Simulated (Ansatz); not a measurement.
# C2H8BFN2: the cost of one run

Program: Ansatz 0.2.0. Level of theory: UKS B3LYP/STO-3G. These are calculated values, not measurements.

## Step 1: Starting point

Bond lengths: B1–N2 1.803 Å, N2–C3 1.447 Å, N2–C4 1.447 Å, B1–N5 1.337 Å, B1–F7 1.316 Å, C3–H8 1.096 Å, C3–H9 1.088 Å, C3–H10 1.095 Å, C4–H11 1.096 Å, C4–H12 1.089 Å, C4–H13 1.095 Å, N5–H14 1.006 Å. Angles (14 of 19 angles, heavy atoms first): B1–N2–C3 116.9°, B1–N2–C4 117.4°, C3–N2–C4 112.7°, N2–B1–N5 92.3°, N2–B1–F7 122.1°, N5–B1–F7 145.7°, N2–C3–H8 111.6°, N2–C3–H9 109.1°, N2–C3–H10 110.4°, N2–C4–H11 111.6°, N2–C4–H12 109.1°, N2–C4–H13 110.3°, B1–N5–H14 134.4°, H8–C3–H9 108.6°.

As a file:

```xyz
14

B     0.1581    1.3600    0.8131
N    -0.0849   -0.1857   -0.0821
C     0.7087   -1.3193    0.3418
C    -0.2237   -0.1063   -1.5202
N    -1.0533    1.2877    1.3733
H    -1.1514    0.1470    0.6675
F     1.2689    2.0587    0.7119
H     1.7319   -1.2625   -0.0464
H     0.7496   -1.3377    1.4293
H     0.2593   -2.2528   -0.0125
H     0.7497   -0.0129   -2.0154
H    -0.8277    0.7635   -1.7724
H    -0.7183   -1.0051   -1.9041
H    -1.5670    1.8655    2.0162
```

## Step 2: Run 1

150 steps of 0.5 fs at constant energy, with velocities drawn for 1000 K.

The input, input.yaml:

```yaml
crystal:
  periodic: [false, false, false]
  atoms:
    - { symbol: B, position_ang: [0.1581, 1.36, 0.8131] }
    - { symbol: "N", position_ang: [-0.0849, -0.1857, -0.0821] }
    - { symbol: C, position_ang: [0.7087, -1.3193, 0.3418] }
    - { symbol: C, position_ang: [-0.2237, -0.1063, -1.5202] }
    - { symbol: "N", position_ang: [-1.0533, 1.2877, 1.3733] }
    - { symbol: H, position_ang: [-1.1514, 0.147, 0.6675] }
    - { symbol: F, position_ang: [1.2689, 2.0587, 0.7119] }
    - { symbol: H, position_ang: [1.7319, -1.2625, -0.0464] }
    - { symbol: H, position_ang: [0.7496, -1.3377, 1.4293] }
    - { symbol: H, position_ang: [0.2593, -2.2528, -0.0125] }
    - { symbol: H, position_ang: [0.7497, -0.0129, -2.0154] }
    - { symbol: H, position_ang: [-0.8277, 0.7635, -1.7724] }
    - { symbol: H, position_ang: [-0.7183, -1.0051, -1.9041] }
    - { symbol: H, position_ang: [-1.567, 1.8655, 2.0162] }
magnetization:
  spin_polarized: true
basis:
  gaussian: { orbitals: STO-3G }
hamiltonian:
  xc: b3lyp
md:
  timestep: 0.5
  n_steps: 150
  ensemble: nve
  temperature: 1000.0
  initial_velocities: maxwell_boltzmann
  seed: 148733
```

Run with:

```bash
$ ansatz run input.yaml --threads 1 --pin off --max-ram 2048MiB --backend cpu --events-out ev --progress --plain --runs-dir out
```

What time and memory should one allow on 1 thread of Arm Neoverse V1, shared host?

About 11 min, with a peak of 0.14 GiB.
